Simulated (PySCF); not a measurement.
**Eu2O3: other functionals and bases at one geometry**

An exercise on one series of results from a longer session: the logs are not shown, and one member is left open.

Computed with PySCF 2.14.0. Level: several levels, as the steps say, no spin–orbit coupling.

5 further runs of the same task are left out: 2 for a known fault of the program, 3 that didn't finish.

## Where the work starts

5 atoms, charge 0, spin multiplicity 1.

Bond lengths: Eu1–O3 2.118 Å, Eu1–O4 1.882 Å, Eu2–O3 2.118 Å, Eu2–O5 1.882 Å. Angles: O3–Eu1–O4 110.0°, O3–Eu2–O5 110.0°, Eu1–O3–Eu2 155.7°.

As a file:

| atom | x (Å) | y (Å) | z (Å) |
| --- | --- | --- | --- |
| Eu1 | 0.54735 | 0.03474 | 2.07035 |
| Eu2 | 0.54735 | 0.03474 | -2.07035 |
| O3 | 0.99293 | 0.06302 | 0.00000 |
| O4 | -1.31392 | -0.08339 | 2.32603 |
| O5 | -1.31392 | -0.08339 | -2.32603 |

Formal oxidation states: Eu +3. Each metal's 6 4f electrons lie in its core potential, so multiplicities, spins and levels count the valence alone. An earlier session relaxed this geometry at BP86, Eu lcecp-1-SVP with ECP52, O def2-SVP (singlet, point group C2v).

At BP86 on the finer grid: E = -296.404519 Eh, HOMO -4.34 eV, LUMO -2.42 eV, Mulliken charge on Eu1 +0.69 e, largest force component 0.006 eV/Å. 

Levels to run: PBE; wB97X; PBE0; HF; BP86, TZVP. Hardware: 2 threads of Arm Neoverse N1, shared host.

Set-up of the first run:

The input, run.py (the lines that set the calculation):

```python
mol = gto.M(atom='''
Eu     0.54735     0.03474     2.07035
Eu     0.54735     0.03474    -2.07035
O      0.99293     0.06302     0.00000
O     -1.31392    -0.08339     2.32603
O     -1.31392    -0.08339    -2.32603''',
    basis={'Eu': 'lcecp-1-SVP', 'O': 'def2-SVP'},
    ecp={'Eu': 'lcecp-1-SVP'},
    charge=0, spin=0)
mf = dft.RKS(mol, xc='PBE')
mf.grids.atom_grid = (75, 302)  # f atoms: unpruned, at least (60, 302)
mf = mf.density_fit()  # fitting sets: Eu AutoAux, O def2-universal-JKFIT
mf.conv_tol = 1e-08; mf.max_cycle = 55
mf.kernel(dm0)  # dm0: the density of the relaxed state
```

Run with:

```console
OMP_NUM_THREADS=2 python run.py
```

Among the steps run: PBE; wB97X; PBE0; HF; BP86, TZVP.

One of the session's tables, all rows but one given; the rest of the session is left out.

```
              level  HOMO (eV)  gap (eV)  charge on Eu1 (e)  dipole (D)  largest force component (eV/Å)
BP86 (relaxed here)      -4.34      1.92               0.69       11.51                            0.01
                PBE      -4.25      1.72               0.68       11.52                            0.10
              wB97X      -7.71      7.46               0.83       13.60                            1.23
               PBE0      -5.52      3.61               0.83       12.76                            0.91
                 HF          ?         ?                  ?           ?                               ?
         BP86, TZVP      -4.34      1.94               1.10       12.01                            0.06
```

**Question.** Estimate the row for HF.

As computed: HOMO (eV): -8.81; gap (eV): 8.56; charge on Eu1 (e): 1.18; dipole (D): 15.66; largest force component (eV/Å): 1.54. In the column «HOMO (eV)» it is the lowest.

In one basis the HOMO–LUMO gap runs from 1.72 eV (PBE) to 8.56 eV (HF). The largest leftover force, 1.54 eV/Å with HF, stands at a geometry relaxed at another level. With 4f in the core, its levels are missing from HOMO and gap, and its count is fixed, so no charge can pass from the ligands into it. Total energies of different levels can't be compared.
